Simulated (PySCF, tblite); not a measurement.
**C5H9GeS radical: geometry, infrared bands and EPR parameters**

What infrared bands and EPR parameters should C5H9GeS radical (`[CH2][S][GeH]1[CH2]C=C[CH2]1`) show?

The runs use tblite 0.8.0 and PySCF 2.14.0, with density-fitted response routines of our own; the level of theory stands in each step. All values are computed, except where a source is named. Atoms are numbered from 0 throughout.

## Step 1: The starting structure

16 atoms, charge 0, multiplicity 2; geometry from: force field or distance geometry start.

Bonds of the start (Å): C0–S1 1.81, S1–Ge2 2.20, Ge2–C3 1.92, C3–C4 1.50, C4–C5 1.34, C5–C6 1.50, C6–Ge2 1.94, C0–H7 1.12, C0–H8 1.11, Ge2–H9 1.55, C3–H10 1.11, C3–H11 1.12, C4–H12 1.09, C5–H13 1.08, C6–H14 1.11, C6–H15 1.10.

## Step 2: Optimising the geometry with GFN2-xTB

The job: settings as JSON, then the geometry in Å.

```
{"job": {"kind": "relax", "xc": "GFN2-xTB", "basis": "xTB"}, "charge": 0, "multiplicity": 2}
C      3.167900     0.512700    -0.318000
S      2.236700    -0.753300     0.584300
Ge     0.434700    -0.487200    -0.652900
C     -1.029100    -1.560800    -0.015200
C     -2.042900    -0.586400     0.497500
C     -1.782600     0.725700     0.387400
C     -0.477600     1.163000    -0.217700
H      2.750100     1.522600    -0.079300
H      4.231300     0.482200    -0.014800
H      0.672600    -0.652600    -2.171800
H     -1.456900    -2.177200    -0.833800
H     -0.688000    -2.222800     0.824800
H     -2.981200    -0.927400     0.932000
H     -2.490000     1.461900     0.737000
H      0.110300     1.749900     0.524900
H     -0.662900     1.758700    -1.118600
```

Command:

```bash
$ OMP_NUM_THREADS=1 python probes_run.py task.json out
```

The driver reads the jobs from task.json and runs them one after another.

Standard output:

```text
step      E/eV     max force
  0    -553.83520    2.215
  1    -554.03443    1.524
  2    -554.14352    0.746
  3    -554.18453    0.568
  4    -554.24171    0.501
  5    -554.27802    0.592
  6    -554.29644    0.307
  7    -554.30232    0.195
  8    -554.30552    0.174
  9    -554.30873    0.144
 10    -554.31131    0.164
 11    -554.31350    0.134
 12    -554.31536    0.107
 13    -554.31703    0.113
 14    -554.31870    0.171
 15    -554.32054    0.168
 16    -554.32240    0.105
 17    -554.32377    0.078
 18    -554.32447    0.065
 19    -554.32492    0.071
 20    -554.32549    0.061
 21    -554.32620    0.075
 22    -554.32691    0.077
 23    -554.32746    0.064
 24    -554.32791    0.045
 25    -554.32833    0.064
 26    -554.32875    0.059
 27    -554.32918    0.069
 28    -554.32970    0.077
 29    -554.33037    0.080
 30    -554.33109    0.083
 31    -554.33156    0.048
 32    -554.33179    0.031
 33    -554.33196    0.035
 34    -554.33214    0.056
 35    -554.33236    0.049
 36    -554.33261    0.037
 37    -554.33277    0.035
 38    -554.33297    0.036
 39    -554.33321    0.034
 40    -554.33352    0.044
 41    -554.33387    0.056
 42    -554.33426    0.076
 43    -554.33450    0.061
 44    -554.33489    0.044
 45    -554.33506    0.025
 46    -554.33514    0.020
 47    -554.33519    0.017
 48    -554.33525    0.017
 49    -554.33529    0.015
 50    -554.33533    0.018
 51    -554.33536    0.018
 52    -554.33538    0.016
 53    -554.33541    0.016
 54    -554.33543    0.017
 55    -554.33546    0.016
 56    -554.33550    0.017
 57    -554.33556    0.025
 58    -554.33562    0.027
 59    -554.33569    0.018
 60    -554.33575    0.021
 61    -554.33580    0.018
 62    -554.33585    0.025
 63    -554.33591    0.027
 64    -554.33599    0.028
 65    -554.33607    0.032
 66    -554.33614    0.023
 67    -554.33619    0.026
 68    -554.33623    0.022
 69    -554.33627    0.014
 70    -554.33632    0.023
 71    -554.33640    0.028
 72    -554.33652    0.048
 73    -554.33668    0.052
 74    -554.33681    0.034
 75    -554.33689    0.029
 76    -554.33693    0.019
 77    -554.33700    0.022
 78    -554.33709    0.020
 79    -554.33719    0.019
 80    -554.33727    0.014
 81    -554.33732    0.012
 82    -554.33735    0.014
 83    -554.33738    0.015
 84    -554.33741    0.012
 85    -554.33744    0.013
 86    -554.33747    0.016
 87    -554.33751    0.017
 88    -554.33754    0.012
 89    -554.33756    0.011
 90    -554.33757    0.009
```

Wall time 0.61 s (1 thread of Arm Neoverse V2, shared host).

Along the way: (not every step is listed)

```csv
step,energy from step 0 (eV),largest force (eV/Å)
0,0.0000,2.2146
1,-0.1992,1.5244
2,-0.3083,0.7457
3,-0.3493,0.5677
4,-0.4065,0.5007
5,-0.4428,0.5919
6,-0.4612,0.3072
7,-0.4671,0.1951
8,-0.4703,0.1736
15,-0.4853,0.1678
22,-0.4917,0.0774
29,-0.4952,0.0798
36,-0.4974,0.0367
43,-0.4993,0.0608
50,-0.5001,0.0183
57,-0.5004,0.0245
64,-0.5008,0.0282
71,-0.5012,0.0285
78,-0.5019,0.0202
85,-0.5022,0.0132
86,-0.5023,0.0158
87,-0.5023,0.0169
88,-0.5023,0.0121
89,-0.5024,0.0109
90,-0.5024,0.0085
```

Distances of close pairs at the start and the end, largest changes first:

```csv
bond,before (Å),after (Å),change (Å)
C0–S1,1.812,1.711,-0.102
Ge2–C3,1.924,1.994,+0.070
Ge2–C6,1.935,2.000,+0.064
S1–Ge2,2.202,2.253,+0.051
C0–H7,1.119,1.074,-0.045
C0–H8,1.106,1.071,-0.035
C3–H11,1.123,1.091,-0.032
C6–H14,1.114,1.091,-0.023
```

The final coordinates are the input of the step that follows.

## Step 3: Harmonic vibrations with GFN2-xTB

The job: settings as JSON, then the geometry in Å.

```
{"job": {"kind": "ir", "xc": "GFN2-xTB", "basis": "xTB"}, "charge": 0, "multiplicity": 2}
C      3.287130     0.473215    -0.161866
S      2.318768    -0.725067     0.581366
Ge     0.443976    -0.459903    -0.639049
C     -1.073974    -1.597421    -0.024530
C     -2.050020    -0.589437     0.504184
C     -1.804240     0.708328     0.427821
C     -0.540259     1.222582    -0.192815
H      2.826312     1.324177    -0.627447
H      4.294103     0.541759     0.196082
H      0.839003    -0.573455    -2.112753
H     -1.519781    -2.172371    -0.836761
H     -0.793948    -2.306648     0.755423
H     -2.958866    -0.965349     0.952988
H     -2.503390     1.439116     0.810244
H     -0.006538     1.866947     0.507981
H     -0.765874     1.822471    -1.075135
```

Standard output:

```text
mode    cm-1     km/mol
  1      28.7      0.14
  2      43.6      1.93
  3      93.7      1.34
  4     131.3      2.05
  5     186.8      0.87
  6     198.8      3.97
  7     328.9      6.77
  8     351.8      0.03
  9     377.1     47.22
 10     421.6     49.86
 11     516.0      1.02
 12     530.0     79.99
 13     580.6     64.91
 14     616.9     36.98
 15     670.5    180.28
 16     748.7      0.62
 17     758.5     31.71
 18     779.7     67.26
 19     869.8      1.94
 20     907.0      0.03
 21     920.8      0.71
 22     959.9      2.35
 23    1007.0     16.05
 24    1074.0      0.39
 25    1089.8     14.86
 26    1122.7      9.90
 27    1186.8      0.13
 28    1217.1      0.74
 29    1316.6      7.99
 30    1342.7      5.64
 31    1427.9      5.04
 32    1434.4      9.56
 33    1709.1     21.06
 34    1788.3    436.94
 35    2946.6     39.29
 36    2952.0     23.95
 37    2967.6     13.20
 38    2972.7     26.05
 39    3053.2     19.02
 40    3068.2    101.01
 41    3090.5     10.66
 42    3171.2      9.29
```

It took 0.49 s on 1 thread of Arm Neoverse V2, shared host.

The strongest bands and the atoms that carry them (share of the mass-weighted mode):

```csv
cm⁻¹,km/mol,atoms
377,47.2,"S1 42 %, Ge2 38 %"
422,49.9,"H8 47 %, H7 31 %, C0 21 %"
530,80.0,"H9 62 %, Ge2 10 %"
581,64.9,H9 65 %
670,180.3,"H12 20 %, H13 19 %, H9 14 %"
780,67.3,"H12 17 %, H13 16 %, H15 12 %"
1788,436.9,H9 98 %
3068,101.0,"H12 52 %, H13 40 %"
```

## Step 4: EPR parameters: B3LYP/def2-TZVP-core+pcH-1

Same as in step 3 but for these lines:

```diff
@@ -1,2 +1,2 @@
-{"job": {"kind": "ir", "xc": "GFN2-xTB", "basis": "xTB"}, "charge": 0, "multiplicity": 2}
+{"job": {"kind": "epr", "basis": "pcH-1"}, "charge": 0, "multiplicity": 2}
 C      3.287130     0.473215    -0.161866
```

Method: UKS B3LYP, def2-TZVP-core on Ge, pcH-1 on C H S, non-relativistic, mean-field spin-orbit, GIAO.

Standard output:

```text
UKS, coarse grid
  cycle   1  E = -2671.04838157  |g| = 1.37e+00
  cycle   2  E = -2670.94776656  |g| = 1.01e+00
  cycle   3  E = -2671.13486460  |g| = 3.96e-01
  cycle   4  E = -2671.17734500  |g| = 4.68e-02
  cycle   5  E = -2671.17834190  |g| = 2.09e-02
  cycle   6  E = -2671.17854939  |g| = 6.40e-03
  cycle   7  E = -2671.17857064  |g| = 2.15e-03
  cycle   8  E = -2671.17857189  |g| = 1.29e-03
  cycle   9  E = -2671.17857403  |g| = 5.09e-04
UKS, final grid
  cycle   1  E = -2671.17854769  |g| = 5.42e-04
  cycle   2  E = -2671.17854743  |g| = 8.99e-04
  cycle   3  E = -2671.17854784  |g| = 6.35e-05
  cycle   4  E = -2671.17854784  |g| = 5.45e-05
  cycle   5  E = -2671.17854785  |g| = 1.38e-05
E = -2671.17854785 Eh   <S^2> = 0.7541 (exact 0.7500)
g shifts (ppm)      1          2          3
  rmc          -162       -162       -162
  gc              6         42         20
  oz_so        -365       1812       6474
  total        -522       1692       6332
hyperfine (MHz)  atom isotope    a_iso     a_fc   dipolar eigenvalues
    0   13C     119.40     119.08    -70.28    -69.60    139.88
    1   33S       3.32       3.78    -23.68    -18.72     42.40
    2  73Ge      -2.71      -2.74     -0.94      0.28      0.66
    3   13C       0.38       0.38     -0.39     -0.29      0.69
    4   13C       0.02       0.02     -0.20     -0.12      0.32
    5   13C      -0.09      -0.09     -0.17     -0.13      0.30
    6   13C       1.43       1.43     -0.48     -0.30      0.77
    7    1H     -39.61     -39.69    -32.93     -1.24     34.18
    8    1H     -50.45     -50.56    -33.07     -1.53     34.60
    9    1H       7.78       7.78     -2.34     -1.56      3.90
   10    1H      -0.48      -0.48     -0.65     -0.57      1.22
   11    1H      -0.20      -0.20     -0.92     -0.89      1.81
   12    1H       0.25       0.25     -0.37     -0.34      0.71
   13    1H       0.11       0.11     -0.42     -0.39      0.80
   14    1H      -0.10      -0.10     -1.45     -1.27      2.71
   15    1H       0.01       0.01     -0.88     -0.77      1.65
```

It took 3.7 min on 1 thread of Arm Neoverse V2, shared host; peak memory 1.4 GiB.

Principal g values 2.00180, 2.00401, 2.00865; g(iso) = 2.00482, against 2.00232 for a free electron.

Hyperfine couplings; where a row names several nuclei, a(iso) is their mean (it holds for fast rotation or exchange) and the dipolar term the largest among them:

```csv
nuclei,isotope,a(iso) (MHz),"a(iso) (G, at g = 2.0023)",largest dipolar term (MHz)
C0,13C,119.4,42.6,139.9
"H7, H8",1H,-45.0,-16.1,34.6
H9,1H,7.8,2.8,3.9
S1,33S,3.3,1.2,42.4
Ge2,73Ge,-2.7,-1.0,-0.9
"C3, C6",13C,0.9,0.3,0.8
"H10, H15",1H,-0.2,-0.1,1.7
"H12, H13",1H,0.2,0.1,0.8
"H11, H14",1H,-0.1,-0.1,2.7
"C4, C5",13C,0.0,0.0,0.3
```

Mulliken spin populations:

C0 0.87; S1 0.17; Ge2 0.01; C3 0.00; C4 0.00; C5 0.00; C6 0.00; H7 -0.03; H8 -0.03; H9 0.01; H10 0.00; H11 0.00; H12 0.00; H13 0.00; H14 0.00; H15 0.00

In first order the couplings over 0.8 MHz of 1H give 6 distinct lines over 34.9 G, if the averaged nuclei exchange fast.

The fields below are evaluated on a grid from the run's orbitals.

ELF in a plane through or near 8 of the atoms.

Ten even steps from '0' (0.00) to '9' (1.00):
```
0000000000000000000000000000
0000000000000000000000000000
0000000000000000000000000000
0000000000001210015400000000
0000000000048850079960000000
0000000000089991199980000000
0000001320069994599950000000
0000003771005867516200000000
0000234881002545557211000000
0005887562112431585688400000
0008999366663221333999800000
0006998684485234686899800000
0002564471185356564367300000
0000000378873138983000000000
0000000379851018994000000000
0000000257620007872000000000
0000000023300002420000000000
0000000000000000000000000000
0000000000000000000000000000
0000000000000000000000000000
```
The map spans 13.7 Å across and 9.3 Å up, centred on the molecule. Atoms in the plane (x, y in Å): C0 (-3.3, -0.2), C4 (2.2, -0.2), C5 (1.7, 1.1), H8 (-4.3, -0.3), H11 (1.3, -2.1), H12 (3.2, -0.3), H13 (2.2, 1.9), H14 (-0.3, 1.9).

log10 of the density (e/Å³) in the same plane.

Ten even steps from ' ' (-4.0) to '@' (1.3):
```
                                                        
                                                        
                      ..::::::::..::::....              
                    ..::----------------::..            
              ......::--==++++====++++==--::            
          ..::::::::--==**##**++++####**==::..          
      ..::----====----++**%%##**####%%**++--..          
      ::--==++++++====++**########@@##**==--::          
    ..--==++**##**++==++++****####%%##**++==--..        
    ::==++**######**++++********##%%%%##**++==::        
    ::==**##%%@@######************%%@@%%##**==::        
    ::==++##############********##########++==::        
    ..--==++****##%%%%##******######****++==--..        
      ::--====++**####**++++++##%%##**====--::          
      ..::----++++****++++==++**####++==--..            
          ..::--==++====----==++++++==--::              
            ..::--------::::--======--::..              
              ..::::::::......::::::::..                
                                                        
                                                        
```
The map spans 13.7 Å across and 9.3 Å up, centred on the molecule. Atoms in the plane (x, y in Å): C0 (-3.3, -0.2), C4 (2.2, -0.2), C5 (1.7, 1.1), H8 (-4.3, -0.3), H11 (1.3, -2.1), H12 (3.2, -0.3), H13 (2.2, 1.9), H14 (-0.3, 1.9).

On the surface of density 0.002 e/bohr³ the electrostatic potential runs, from the 1st to the 99th percentile, from -0.79 V near C0 to 0.95 V near H7.

The spin density lies nearest to C0 57 %; S1 23 %; H7, H8 about 9 % each.

## Step 5: Results

| quantity | value |
| --- | --- |
| strongest single infrared mode (GFN2-xTB) | 1788 cm⁻¹, 437 km/mol |
| zero-point energy (GFN2-xTB) | 72.8 kcal/mol |
| g(iso) (B3LYP) | 2.00482 |
| ⟨S²⟩ | 0.754 (exact 0.75) |
| largest a(iso) (averaged by class) | 13C on C0, 119.4 MHz |
| surface potential, 1st and 99th percentile | -0.79 V and 0.95 V |

In words: Relaxing lowered the energy by 0.502 eV in 90 steps; the close pair that moved most is C0–S1, from 1.812 to 1.711 Å. No mode is imaginary among the 42: a minimum at this level. The strongest single mode, at 1788 cm⁻¹, moves mainly H9. Unscaled tight-binding wavenumbers are off by several per cent, some by more. Its intensities can rank the bands wrongly. Most of the unpaired spin sits on C0 (0.87 e). The isotropic g lies 2.5 ppt above the free-electron value. The hyperfine terms hold no scalar relativity, which the heavier nuclei need.
